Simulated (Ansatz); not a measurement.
# Pb12CO in Ansatz: reference runs

Aim: a first look at Pb12CO with PBE, on the cell as given.

Program: Ansatz 0.2.0. These are calculated values, not measurements. Logs are shortened: lines on timing, memory, paths and dates and some standing lists are left out, and cuts for length are marked.

### 1 The cell of the first run

The cell holds a slab with vacuum, 14 atoms: a = 6.986 Å, b = 6.986 Å, c = 24.090 Å, α = 90.00°, β = 90.00°, γ = 90.00°.

### 2 Single point, PBE

File input.yaml:

```yaml
crystal:
  lattice:
    - [6.9856493127, 0.0, 0.0]
    - [0.0, 6.9856493127, 0.0]
    - [0.0, 0.0, 24.0896]
  atoms:
    - { symbol: Pb, position: [0.25, 0.25, 0.3320935175] }
    - { symbol: Pb, position: [0.25, 0.75, 0.3320935175] }
    - { symbol: Pb, position: [0.75, 0.25, 0.3320935175] }
    - { symbol: Pb, position: [0.75, 0.75, 0.3320935175] }
    - { symbol: Pb, position: [0.5, 0.5, 0.4346190887] }
    - { symbol: Pb, position: [0.5, 0.0, 0.4346190887] }
    - { symbol: Pb, position: [0.0, 0.5, 0.4346190887] }
    - { symbol: Pb, position: [0.0, 0.0, 0.4346190887] }
    - { symbol: Pb, position: [0.75, 0.75, 0.5371446599] }
    - { symbol: Pb, position: [0.75, 0.25, 0.5371446599] }
    - { symbol: Pb, position: [0.25, 0.75, 0.5371446599] }
    - { symbol: Pb, position: [0.25, 0.25, 0.5371446599] }
    - { symbol: C, position: [0.5, 1.0, 0.6168471041] }
    - { symbol: O, position: [0.5, 1.0, 0.6645855473] }
hamiltonian:
  xc: pbe
  pseudopotentials: { kind: paw }
kpoints:
  mp_grid: { grid: [4, 4, 1] }
scf:
  occupations: { method: fermi_dirac, width: 0.05 }
output:
  forces: true
  eigenvalues: true
efield:
  axis: 3
  dipole_correction: true
  ramp_width: 0.04
```

Potentials or basis: Ansatz PAW.

Launch:

```bash
$ ansatz run input.yaml --threads 4 --pin off --max-ram 11264MiB --backend cpu --events-out ev --progress --plain --runs-dir out
```

Standard output:

```text
Warning: RAYON_NUM_THREADS=4 ignored (pool sized by the plan → 4); use --threads N
Engine: ansatz 0.2.0, aarch64-unknown-linux-gnu
Pseudopotentials: kind: paw
Pseudopotential: Pb, paw, valence charge 14, recommended cutoff 420 eV (normal), Pb.paw.azcp
Pseudopotential: C, paw, valence charge 4, recommended cutoff 420 eV (normal), C.paw.azcp
Pseudopotential: O, paw, valence charge 6, recommended cutoff 420 eV (normal), O.paw.azcp
Functional definition: PBE
  parameter kappa = 0.804
  parameter beta = 0.06672455060314922
  exchange = pbe_x(kappa = kappa, mu = beta*pi^2/3)
  correlation = pbe_c(beta = beta)
Crystal: 14 atoms, lattice volume = 1175.556 Å³
Basis set: ecut = 420 eV, 22973 PW (Γ), exchange–correlation on 96×96×324 points (8 copies of the dense FFT grid, shifted against one another)
Bands: 107, of which v1, the nominal top of the filled ones, is band 89 counted from 1 (88 counted from 0)
Symmetry: 8 space group operations
Space group: P4mm (ITA 99), of the structure as read, at distance tolerance 1.1e-4 Å
k-points: 6 of 16
Non-local potential: Pb, projectors of the file, l = 0: 2, l = 1: 2, l = 2: 2, l = 3: 2
Non-local potential: C, projectors of the file, l = 0: 2, l = 1: 2, l = 2: 1
Non-local potential: O, projectors of the file, l = 0: 2, l = 1: 2, l = 2: 1
PAW form: soft (Blöchl's): semilocal exchange-correlation on the pseudo side does not see the compensation charge
PAW one-centre angular grid: Pb, 590 points (default); XC on 64 Gauss nodes
PAW one-centre angular grid: C, 110 points (default); XC on 64 Gauss nodes
PAW one-centre angular grid: O, 110 points (default); XC on 64 Gauss nodes
Initial density: superposition of atomic densities (neutral atoms: chi_scale 0, normalization atom), corrected by the library's trained network
Initial wavefunctions: pseudopotential atomic-orbital guess
Functional: x = pbe(κ = 0.804, μ = 0.2195149727645171), c = pbe(β = 0.06672455060314922)
SCF iter   1: F=—  HF=-143691.368691 eV  |F-HF|=—  |Δ(HF+E_count)|=         —  Δρ=1.78e-3  dr2=1.26e-1  ethr=1.77e-3  p=-0.267 e·Å  D=-4.10e-2 V/Å  ΔV_dip=0.99 eV  dr2_dipole=7.54e-4  V_vac-E_F(+/−)=4.64/3.65 eV  ⟨swp⟩=7.5  Hψ=2941  notcnv=0  defer=5
efield: sawtooth ramp at fractional position 0.9783 (placed from the atoms, in the widest stretch of the axis that holds none; the zero of the levels goes with the place), width 0.0400; the density the first Hamiltonian is built on has a dipole p = -0.267 e·Å; the dipole correction subtracts the counter field D = -4.10e-2 V/Å, which shifts the + side's vacuum level by +0.99 eV against the − side's; the planar-averaged density in the ramp window peaks in size at 4.2e-6 e/Å³
preconditioner: auto → LDOS  [metal: Δε(μ)=0.079 eV  Ē_g=15.222 eV  σ=0.050 eV  W_gap=0.37  n_scr=138 (ndim 8)  ℏωp=14.4 eV  f_vac=0.602  D(μ)=7.88/eV (n_scr^D=28)  β→1.0]
SCF iter   2: F=—  HF=-143691.350529 eV  |F-HF|=—  |Δ(HF+E_count)|=   1.82e-2  Δρ=8.29e-4  dr2=1.70e-2  ethr=7.06e-5  p=-0.135 e·Å  D=-2.08e-2 V/Å  ΔV_dip=0.50 eV  dr2_dipole=3.85e-4  V_vac-E_F(+/−)=4.21/3.71 eV  ⟨swp⟩=3.0  Hψ=1389  notcnv=0  defer=28
SCF iter   3: F=—  HF=-143691.351129 eV  |F-HF|=—  |Δ(HF+E_count)|=   6.00e-4  Δρ=5.56e-4  dr2=6.98e-3  ethr=9.53e-6  p=-0.128 e·Å  D=-1.97e-2 V/Å  ΔV_dip=0.47 eV  dr2_dipole=5.06e-4  V_vac-E_F(+/−)=4.18/3.70 eV  ⟨swp⟩=2.0  Hψ=1212  notcnv=0  defer=28
SCF iter   4: F=—  HF=-143691.350433 eV  |F-HF|=—  |Δ(HF+E_count)|=   6.96e-4  Δρ=9.42e-5  dr2=3.35e-4  ethr=3.92e-6  p=-0.123 e·Å  D=-1.89e-2 V/Å  ΔV_dip=0.46 eV  dr2_dipole=8.07e-5  V_vac-E_F(+/−)=4.16/3.71 eV  ⟨swp⟩=2.0  Hψ=1163  notcnv=0  defer=28
SCF iter   5: F=—  HF=-143691.350498 eV  |F-HF|=—  |Δ(HF+E_count)|=   6.46e-5  Δρ=3.63e-5  dr2=5.34e-5  ethr=1.88e-7  p=-0.124 e·Å  D=-1.91e-2 V/Å  ΔV_dip=0.46 eV  dr2_dipole=1.64e-5  V_vac-E_F(+/−)=4.16/3.70 eV  ⟨swp⟩=2.0  Hψ=1130  notcnv=0  defer=28
SCF iter   6: F=—  HF=-143691.350925 eV  |F-HF|=—  |Δ(HF+E_count)|=   4.27e-4  Δρ=1.03e-5  dr2=3.25e-6  ethr=3.00e-8  p=-0.125 e·Å  D=-1.92e-2 V/Å  ΔV_dip=0.46 eV  dr2_dipole=7.09e-7  V_vac-E_F(+/−)=4.16/3.70 eV  ⟨swp⟩=2.0  Hψ=1181  notcnv=0  defer=28
SCF iter   7: F=—  HF=-143691.350932 eV  |F-HF|=—  |Δ(HF+E_count)|=   7.12e-6  Δρ=3.98e-6  dr2=3.67e-7  ethr=1.82e-9  p=-0.125 e·Å  D=-1.93e-2 V/Å  ΔV_dip=0.46 eV  dr2_dipole=1.25e-8  V_vac-E_F(+/−)=4.16/3.70 eV  ⟨swp⟩=2.0  Hψ=1151  notcnv=0  defer=28
SCF iter   8: F=-143691.350935 eV  HF=-143691.350934 eV  |F-HF|=9.90e-8  |Δ(HF+E_count)|=   2.13e-6  Δρ=1.28e-6  dr2=6.60e-8  ethr=5.62e-11  p=-0.125 e·Å  D=-1.93e-2 V/Å  ΔV_dip=0.46 eV  dr2_dipole=1.37e-8  V_vac-E_F(+/−)=4.16/3.70 eV  ⟨swp⟩=16.2  Hψ=3617  notcnv=0
SCF 1 converged in 8 iterations: F = -143691.350935 eV  dr2 = 6.60e-8
SCF converged after 8 iterations
Free energy (F): -143691.350935 eV
Harris-Foulkes:  -143691.350934 eV  (|F-HF|=9.90e-8)
Internal energy: -143691.280510 eV  (E = F + TS)
E sigma→0 (E₀):  -143691.315722 eV
Entropy (-TS):   -0.070424 eV (-5.030 meV/atom)
Fermi energy:    0.870309 eV
Dipole field:    D = -0.019340 V/Å  (p = -0.125643 e·Å, saw-weighted, corrected)
Work function:   Φ+ = 4.1653 eV   Φ− = 3.6994 eV
Levels:          The Fermi level and band energies are counted from a zero that moves with the ramp; work functions are not
--- Per-component energies (eV) ---
  E_band       = -2233.964157
  E_kinetic    = 3713.442354
  E_local      = -119334.531276  (includes V_loc(G=0)·N_el)
  E_nonlocal   = 4271.431365
  E_hartree    = 57453.282971
  E_xc         = -2761.496478
  E_vxc        = -1730.000015  (∫ρ·V_xc dr)
  E_paw        = -125122.196748  (= ΣΔE_a)
  E_vpaw       = -4056.590573  (= ΣTr[D̂ρ^β])
  E_aug_tail   = 0.003026  (compensation charges beyond the density's cutoff)
  E_efield     = 0.001215  (sawtooth field / dipole correction)
  E_vefield    = -4.299393  (∫n·V_field dr)
  E_ewald      = 38088.783061
  E_smearing   = -0.070424  (= −TS)
  E_closure    = -0.000000  (closes the sum)
  Σ components = -143691.350935   (vs F -143691.350935, Δ=0.00e0)
--- Forces (eV/Å), atoms counted from 1 ---
  atom   1  Pb    -0.00826860     0.00826860    -0.06093642
  atom   2  Pb    -0.00826860    -0.00826860    -0.06093642
  atom   3  Pb     0.00826860     0.00826860    -0.06093642
  atom   4  Pb     0.00826860    -0.00826860    -0.06093642
  atom   5  Pb    -0.00000000     0.00000000    -0.06987969
  atom   6  Pb     0.00000000    -0.00000000     0.18391395
  atom   7  Pb    -0.00000000    -0.00000000    -0.24798204
  atom   8  Pb    -0.00000000     0.00000000    -0.06987969
  atom   9  Pb     0.08503543    -0.08503543     0.11153338
  atom  10  Pb     0.08503543     0.08503543     0.11153338
  atom  11  Pb    -0.08503543    -0.08503543     0.11153338
  atom  12  Pb    -0.08503543     0.08503543     0.11153338
  atom  13  C     -0.00000000     0.00000000    -0.30801376
  atom  14  O      0.00000000     0.00000000     0.30947220
  max |Σ_I F_I| component: 1.88e-5 eV/Å
--- Band table (eV; the first three rows and the last of 6) ---
  k-point 0: bands = ["-23.7010", "-16.3788", "-16.3437", "-16.3427", "-16.3427", "-16.3031", "-16.2850", "-16.2850", "-16.2842", "-16.2742", "-16.2742", "-16.2680", "-16.2644", "-16.2644", "-16.2583", "-16.2453", "-16.2443", "-16.2252", "-16.2240", "-16.2229", "-16.2229", "-16.2076", "-16.2076", "-16.1957", "-16.1944", "-16.1901", "-16.1901", "-16.1855", "-16.1818", "-16.1818", "-16.1740", "-16.1399", "-16.1399", "-16.1307", "-16.1284", "-16.1284", "-16.1250", "-16.1167", "-16.0964", "-16.0780", "-16.0700", "-16.0700", "-16.0550", "-16.0425", "-16.0141", "-16.0141", "-16.0000", "-15.9954", "-15.9848", "-15.9848", "-15.9650", "-15.9650", "-15.9636", "-15.9570", "-15.9523", "-15.9449", "-15.9402", "-15.9377", "-15.9377", "-15.9234", "-15.8714", "-10.4507", "-9.2201", "-8.7581", "-7.5712", "-7.5712", "-7.5625", "-7.5495", "-7.2244", "-7.2244", "-7.0711", "-6.3806", "-6.3806", "-5.7465", "-5.7014", "-5.6403", "-4.7148", "-2.6671", "-2.4386", "-2.1650", "-2.1650", "-1.8523", "-1.8523", "-1.3448", "-0.9197", "-0.4357", "-0.3095", "-0.3095", "1.1966", "1.1966", "1.3469", "1.6982", "1.6982", "1.8575", "1.9319", "3.0366", "3.0366", "3.0613", "3.1621", "3.4340", "3.5577", "3.5577", "3.8323", "4.3723", "4.3723", "4.4525", "5.2017"]
  k-point 1: bands = ["-23.7010", "-16.3533", "-16.3313", "-16.3256", "-16.3222", "-16.2933", "-16.2843", "-16.2797", "-16.2707", "-16.2643", "-16.2615", "-16.2568", "-16.2568", "-16.2517", "-16.2444", "-16.2434", "-16.2367", "-16.2273", "-16.2249", "-16.2248", "-16.2184", "-16.2063", "-16.2031", "-16.1963", "-16.1952", "-16.1872", "-16.1820", "-16.1803", "-16.1770", "-16.1708", "-16.1677", "-16.1490", "-16.1451", "-16.1315", "-16.1257", "-16.1246", "-16.1207", "-16.1092", "-16.1084", "-16.0845", "-16.0805", "-16.0722", "-16.0700", "-16.0491", "-16.0336", "-16.0148", "-16.0090", "-15.9966", "-15.9940", "-15.9918", "-15.9821", "-15.9809", "-15.9762", "-15.9683", "-15.9594", "-15.9591", "-15.9520", "-15.9504", "-15.9351", "-15.9348", "-15.8941", "-10.2522", "-9.1257", "-8.7330", "-8.6394", "-7.6358", "-7.3986", "-7.3850", "-7.0756", "-6.9688", "-6.7809", "-6.4178", "-6.3585", "-6.1760", "-6.1081", "-5.9570", "-4.6245", "-2.3728", "-2.0358", "-1.9826", "-1.8131", "-1.4376", "-1.2600", "-1.1466", "-0.9187", "-0.5801", "0.1950", "0.4720", "0.6845", "0.9564", "1.0622", "1.4685", "1.6254", "2.3095", "2.5110", "2.5633", "2.8135", "3.0129", "3.0633", "3.2892", "3.4551", "3.7380", "3.8526", "4.2280", "4.2375", "4.5077", "4.6385"]
  k-point 2: bands = ["-23.7010", "-16.3200", "-16.3133", "-16.3070", "-16.2959", "-16.2910", "-16.2896", "-16.2895", "-16.2693", "-16.2566", "-16.2534", "-16.2482", "-16.2423", "-16.2409", "-16.2399", "-16.2308", "-16.2273", "-16.2105", "-16.2091", "-16.1991", "-16.1969", "-16.1947", "-16.1933", "-16.1903", "-16.1848", "-16.1810", "-16.1792", "-16.1777", "-16.1752", "-16.1736", "-16.1733", "-16.1715", "-16.1637", "-16.1598", "-16.1595", "-16.1115", "-16.1080", "-16.0969", "-16.0968", "-16.0772", "-16.0701", "-16.0692", "-16.0673", "-16.0656", "-16.0426", "-16.0357", "-16.0315", "-16.0206", "-16.0141", "-16.0074", "-16.0070", "-15.9948", "-15.9940", "-15.9864", "-15.9709", "-15.9666", "-15.9621", "-15.9606", "-15.9419", "-15.9329", "-15.9062", "-9.6833", "-9.6465", "-8.9887", "-8.3345", "-8.2822", "-6.9721", "-6.9030", "-6.8791", "-6.8506", "-6.7644", "-6.7322", "-6.6829", "-6.5802", "-6.3400", "-6.2398", "-4.5266", "-1.8457", "-1.7033", "-1.5415", "-1.5260", "-0.9409", "-0.8798", "-0.8777", "-0.7753", "-0.6956", "-0.3739", "0.6840", "1.0792", "1.4122", "1.6275", "1.9494", "2.0727", "2.1139", "2.1310", "2.4609", "2.4649", "2.5341", "2.5543", "2.9253", "3.1093", "3.2137", "3.6736", "3.7651", "3.8124", "4.3160", "4.3831"]
  k-point 5: bands = ["-23.7010", "-16.2840", "-16.2840", "-16.2778", "-16.2724", "-16.2523", "-16.2441", "-16.2432", "-16.2432", "-16.2169", "-16.2160", "-16.2153", "-16.2153", "-16.2092", "-16.2014", "-16.2014", "-16.1938", "-16.1936", "-16.1892", "-16.1872", "-16.1855", "-16.1855", "-16.1851", "-16.1830", "-16.1830", "-16.1701", "-16.1696", "-16.1678", "-16.1678", "-16.1635", "-16.1635", "-16.1626", "-16.1626", "-16.1605", "-16.1605", "-16.1572", "-16.1552", "-16.1458", "-16.1458", "-16.1447", "-16.1403", "-16.0886", "-16.0608", "-16.0608", "-16.0539", "-16.0535", "-16.0361", "-16.0361", "-16.0314", "-16.0314", "-16.0309", "-16.0229", "-16.0220", "-16.0085", "-16.0085", "-15.9954", "-15.9898", "-15.9629", "-15.9571", "-15.9536", "-15.9536", "-9.1266", "-8.8752", "-8.8632", "-8.8632", "-8.7314", "-7.7013", "-7.6871", "-7.6871", "-7.6520", "-6.5370", "-6.5370", "-6.3641", "-6.2797", "-6.1486", "-6.1486", "-4.2962", "-0.3049", "-0.3049", "-0.2877", "-0.2422", "-0.1733", "-0.1733", "-0.1419", "0.0238", "0.0238", "0.0438", "0.0522", "0.0892", "1.1297", "1.1297", "1.2637", "1.4552", "1.4552", "1.5991", "1.6111", "1.8231", "2.2979", "2.3109", "2.3109", "2.6455", "2.8567", "2.8567", "3.6365", "3.6586", "3.7509", "3.7509"]
```

It took 21 s on 4 threads of Arm Neoverse V1, shared host; peak memory 2.4 GiB.

Results:

* Free energy: -143691.3509 eV
* Largest force: 0.309 eV/Å
* Band gap on the k mesh: none (metal or under the smearing width)
* Work function of the upper face: 4.17 eV
* Work function of the lower face: 3.70 eV
* Dipole across the slab: -0.126 e·Å

Forces on the atoms (eV/Å):
```
Pb  -0.008  0.008 -0.061
Pb  -0.008 -0.008 -0.061
Pb   0.008  0.008 -0.061
Pb   0.008 -0.008 -0.061
Pb   0.000  0.000 -0.070
Pb   0.000  0.000  0.184
Pb   0.000  0.000 -0.248
Pb   0.000  0.000 -0.070
Pb   0.085 -0.085  0.112
Pb   0.085  0.085  0.112
Pb  -0.085 -0.085  0.112
Pb  -0.085  0.085  0.112
C    0.000  0.000 -0.308
O    0.000  0.000  0.309
```

Levels at points of the mesh, in eV from the Fermi level:
```
             k point  band 86  band 87  band 88  band 89  band 90  band 91
  (0.00, 0.00, 0.00)    -1.31    -1.18    -1.18     0.33     0.33     0.48
 (0.00, -0.50, 0.00)    -1.57    -1.24    -0.19     0.21     0.54     0.76
(-0.50, -0.50, 0.00)    -0.85    -0.83    -0.82    -0.78     0.26     0.26
```
